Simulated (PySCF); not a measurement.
# KAs (triplet): changing the method

Aim: see what other levels and later steps give for KAs (triplet).

Method: each script names its method and basis; program: PySCF 2.14.0.

5 further runs of the same task are left out: 5 that didn't finish.

**1. Where the work starts**

KAs (triplet): 2 atoms, charge 0, spin multiplicity 3.

Bond lengths: K1–As2 3.120 Å.

**2. The base run**

The input, input.py:

```python
from pyscf import gto, scf, mcscf, mrpt

mol = gto.M(
    atom='K 0 0 0; As 0 0 3.12',
    basis='3-21g',
    charge=0,
    spin=2,
    verbose=4,
)
mf = scf.ROHF(mol)
mf.kernel()
mc = mcscf.CASSCF(mf, 5, 6)
mc.kernel()
mc.analyze()
mrpt.NEVPT(mc).kernel()
mf.dip_moment()
print('orbital energies (hartree):', mf.mo_energy[..., max(0, mol.nelec[1]-3):mol.nelec[0]+3].round(4))
```

On the command line:

```bash
> OMP_NUM_THREADS=1 python input.py
```

**3. MP2 (UHF)**

Edit 1 changes step after the SCF: nevpt2 → mp2; SCF type: ROHF → UHF; frozen orbitals: none → 14.

The input, input.py:

```python
from pyscf import gto, scf, mp

mol = gto.M(
    atom='K 0 0 0; As 0 0 3.12',
    basis='3-21g',
    charge=0,
    spin=2,
    verbose=4,
)
mf = scf.UHF(mol)
mf.kernel()
mp.MP2(mf, frozen=14).kernel()
mf.dip_moment()
print('orbital energies (hartree):', [e[max(0, n-3):n+3].round(4) for e, n in zip(mf.mo_energy, mol.nelec)])
```

**4. SCF alone**

Edit 2 changes step after the SCF: nevpt2 → none.

Edit input.py of step 2 so:

```diff
@@ -1,2 +1,2 @@
-from pyscf import gto, scf, mcscf, mrpt
+from pyscf import gto, scf
 
@@ -11,6 +11,2 @@
 mf.kernel()
-mc = mcscf.CASSCF(mf, 5, 6)
-mc.kernel()
-mc.analyze()
-mrpt.NEVPT(mc).kernel()
 mf.dip_moment()
```

**5. MP2 (UHF)**

Edit 3 changes step after the SCF: nevpt2 → mp2; SCF type: ROHF → UHF.

The input, input.py:

```python
from pyscf import gto, scf, mp

mol = gto.M(
    atom='K 0 0 0; As 0 0 3.12',
    basis='3-21g',
    charge=0,
    spin=2,
    verbose=4,
)
mf = scf.UHF(mol)
mf.kernel()
mp.MP2(mf).kernel()
mf.dip_moment()
print('orbital energies (hartree):', [e[max(0, n-3):n+3].round(4) for e, n in zip(mf.mo_energy, mol.nelec)])
```

**6. Active space 6 electrons in 6 orbitals**

Edit 4 changes active space: 6 electrons in 5 orbitals → 6 electrons in 6 orbitals.

Edit input.py of step 2 so:

```diff
@@ -11,3 +11,3 @@
 mf.kernel()
-mc = mcscf.CASSCF(mf, 5, 6)
+mc = mcscf.CASSCF(mf, 6, 6)
 mc.kernel()
```

**7. TDHF (UHF)**

Edit 5 changes step after the SCF: nevpt2 → tddft; SCF type: ROHF → UHF; number of roots: none → 6.

The input, input.py:

```python
from pyscf import gto, scf, tdscf

mol = gto.M(
    atom='K 0 0 0; As 0 0 3.12',
    basis='3-21g',
    charge=0,
    spin=2,
    verbose=4,
)
mf = scf.UHF(mol)
mf.kernel()
td = tdscf.TDHF(mf)
td.nstates = 6
td.kernel()
td.analyze()
mf.dip_moment()
print('orbital energies (hartree):', [e[max(0, n-3):n+3].round(4) for e, n in zip(mf.mo_energy, mol.nelec)])
```

**8. Stability test (UHF)**

Edit 6 changes step after the SCF: nevpt2 → stability; SCF type: ROHF → UHF.

The input, input.py:

```python
from pyscf import gto, scf

mol = gto.M(
    atom='K 0 0 0; As 0 0 3.12',
    basis='3-21g',
    charge=0,
    spin=2,
    verbose=4,
)
mf = scf.UHF(mol)
mf.kernel()
mf.stability(internal=True, external=True)
mf.dip_moment()
print('orbital energies (hartree):', [e[max(0, n-3):n+3].round(4) for e, n in zip(mf.mo_energy, mol.nelec)])
```

**Question.** What will these runs give? Wanted: for each run, E(SCF); from base; gap, α spin; SCF dipole; after the SCF.

The runs gave:

```csv
run,E(SCF) (hartree),from base (eV),cycles,"gap, α spin (eV)",SCF dipole (D),after the SCF
base,-2819.579692,0,10,n/a,10.96,"NEVPT2 correlation -0.861 eV (from the SCF energy, the CASSCF gain included)"
MP2 (UHF),-2819.584584,-0.1331,14,8.45,4.95,"MP2 correlation -0.566 eV, core frozen"
SCF alone,-2819.579692,0.0000,10,n/a,10.96,n/a
MP2 (UHF),-2819.584584,-0.1331,14,8.45,4.95,MP2 correlation -0.631 eV
active space 6 electrons in 6 orbitals,-2819.579692,0.0000,10,n/a,10.96,"NEVPT2 correlation -0.907 eV (from the SCF energy, the CASSCF gain included)"
TDHF (UHF),-2819.584584,-0.1331,14,8.45,4.95,lowest root found 0.64 eV
stability test (UHF),-2819.584584,-0.1331,14,8.45,4.95,stable
```

Total energies from different bases, Hamiltonians or methods carry different errors, so properties are taken as differences within one set-up.
